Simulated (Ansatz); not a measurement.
Task: a relaxation followed by a look at the electronic structure of BiTe, space group Fm-3m, with the Python package of Ansatz (0.2.0). Give the script and its output. Level of theory (first run): r2SCAN, PAW, the default cutoff (500 eV here), 6×6×6 k-points, Fermi-Dirac smearing of 0.1 eV.

Contents of `POSCAR_bite`:
```text
BiTe
1.0
   0.00000000    3.23500000    3.23500000
   3.23500000    0.00000000    3.23500000
   3.23500000    3.23500000    0.00000000
Bi Te
1 1
Direct
   0.00000000    0.00000000    0.00000000
   0.50000000    0.50000000    0.50000000
```

The script, `pipeline_bite.py`:
```python
# -*- coding: utf-8 -*-
'''Relax BiTe, then bands and states at the relaxed cell.'''

import warnings

import ansatz as az
from ase.io import read
import numpy as np


def count_gap(report):
    # lowest empty less highest filled band, counting bands; zero where they overlap
    return max(report.get('gap_by_band_count_ev') or 0.0, 0.0)


def setup_for(crystal, spacing):
    return (
        crystal.calculation()
        .functional('r2scan')
        .occupations(az.OccupationsMethod.FERMI_DIRAC)
        .scf(tolerance=1e-07)
        .kpoints(spacing=spacing)
    )


def main():
    warnings.simplefilter('ignore', az.DeckWarning)

    atoms = read('POSCAR_bite', format='vasp')
    structure = az.Crystal.from_ase(atoms)

    relaxed = setup_for(structure, 0.3).relax(cell=True, force_tolerance=0.01, max_steps=40).checkpoint(write='relax.run', compress=False).run(threads=1, backend='cpu')
    cell = np.asarray(relaxed.lattice.cell_ang)
    print('relaxed edges (A):', np.linalg.norm(cell, axis=1).round(4), ' volume:', round(abs(np.linalg.det(cell)), 3), 'A^3')
    for site in relaxed.lattice.sites:
        print(' ', site.symbol, np.round(site.position_frac, 4) + 0.0)

    final = az.Crystal.from_checkpoint('relax.run')
    done = setup_for(final, 0.22).functional('r2scan').stress().band_table().density_of_states(energy_step=0.05).run(threads=1, backend='cpu')
    summary = done.report
    dos = done.density_of_states()
    print(f'pressure at the relaxed cell {np.trace(summary["stress_gpa"]) / 3:.3f} GPa, gap by band count {count_gap(summary):.3f} eV')
    if count_gap(summary) == 0:
        print('states/eV at the Fermi level:', round(float(np.interp(dos.fermi_ev, dos.energies_ev, dos.spin_summed_g_bin_mean_per_ev)), 3))


if __name__ == '__main__':
    main()
```

Running `python pipeline_bite.py` prints:
```text
relaxed edges (A): [4.575 4.575 4.575]  volume: 67.71 A^3
  Bi [0. 0. 0.]
  Te [0.5 0.5 0.5]
pressure at the relaxed cell -0.041 GPa, gap by band count 0.000 eV
states/eV at the Fermi level: 2.19
```

Reading the output:
- For a metal this k-point mesh is coarse: on a finer one energies can move by several to tens of meV an atom and pressures by half a GPa or more, differences at one mesh by less.
- The zero of the levels is a convention of the potentials, so an absolute Fermi energy is no work function.
- The program warned that this SCF threshold is loose for forces or stresses.
- A gap by band count of zero or less means overlapping bands, a metal, and at an odd count of electrons it is no gap at all.
- The starting cell is as deposited in a crystallographic database; the results hold for this polymorph, which needn't be the stable one.
- Gaps and levels are Kohn-Sham values on a finite set of k-points, without spin-orbit coupling.
- Where the second run takes another functional or mesh than the relaxation, its pressure isn't zero; pressure is positive in compression.
- The computed bands are complete only to about 5.0 eV above the Fermi level; beyond that the density of states is undercounted.
- The script silences the warnings on its input, which a real study should read.
- Hardware and time: 26 s on 1 thread of Arm Neoverse N1 (shared host), peak memory 0.71 GiB.

(A comment or docstring line of the script was reworded after the run, the code is as it ran; lines on the test bed's own set-up are left out of the output.)
